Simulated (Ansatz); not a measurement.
Zn3H:

```
CELL_PARAMETERS angstrom
0.00000 2.99658 2.99658
2.99658 0.00000 2.99658
2.99658 2.99658 0.00000
ATOMIC_POSITIONS crystal
Zn 0.50000 0.50000 0.50000
Zn 0.25000 0.25000 0.25000
Zn 0.75000 0.75000 0.75000
H 0.00000 0.00000 0.00000
```

The cell was built by a generator and needn't be a form met in nature.

Base run:

```yaml
Program: Ansatz 0.2.0
Functional: BLYP
Potentials_or_basis: Ansatz PAW
Cutoff: 420 eV
Density_cutoff: 1680 eV
k_mesh: 6 × 6 × 6
Occupations: fermi-dirac, width 0.05 eV
Spin: no spin polarisation
```

Its results: band gap on the k mesh none (metal or under the smearing width); pressure 5.3 GPa.

Task: The run is repeated on the same cell with these changes: functional from BLYP to RPBE. What comes out?

Result: Band gap on the k mesh none (metal or under the smearing width); pressure 2.7 GPa.

Caveats: the potentials were made for another functional, which shifts forces and pressure; the PAW data sets come from PBE, with cores solved anew for the run's functional, which leaves a small shift of forces and pressure.

Not every run made on this cell is shown here.
